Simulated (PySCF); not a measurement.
# Re3 (Re3-): the cost of one run

Method: TPSS, Re def2-SVP with ECP60; scalar-relativistic core potentials, no spin–orbit coupling; program: PySCF 2.14.0.

3 further runs of the same task are left out: 2 for a known fault of the program, 1 that didn't finish.

### 1 The system as given

3 atoms, charge -1, spin multiplicity 1.

Bond lengths: Re1–Re2 2.400 Å, Re2–Re3 2.400 Å. Angles: Re1–Re2–Re3 180.0°.

Geometry (Å):

```xyz
3
Re3
Re    0.00000    0.00000    2.40000
Re    0.00000    0.00000    0.00000
Re    0.00000    0.00000   -2.40000
```

### 2 SCF at the start, singlet

The input, run.py (the lines that set the calculation):

```python
mol = gto.M(atom='''
Re     0.00000     0.00000     2.40000
Re     0.00000     0.00000     0.00000
Re     0.00000     0.00000    -2.40000''',
    basis={'Re': 'def2-SVP'},
    ecp={'Re': 'def2-SVP'},
    charge=-1, spin=0)
mf = dft.RKS(mol, xc='TPSS')
mf.grids.atom_grid = (50, 194)
mf = mf.density_fit()  # fitting sets: Re def2-universal-JKFIT
mf.conv_tol = 1e-08; mf.max_cycle = 55
mf.kernel(dm0)  # dm0: free metal ions and neutral atoms
```

Started as:

```sh
OMP_NUM_THREADS=2 python run.py
```

What time and memory should one allow on 2 threads of AMD EPYC 7R43 (Zen 3), shared host?

About 1.9 min, with a peak of 0.38 GiB.
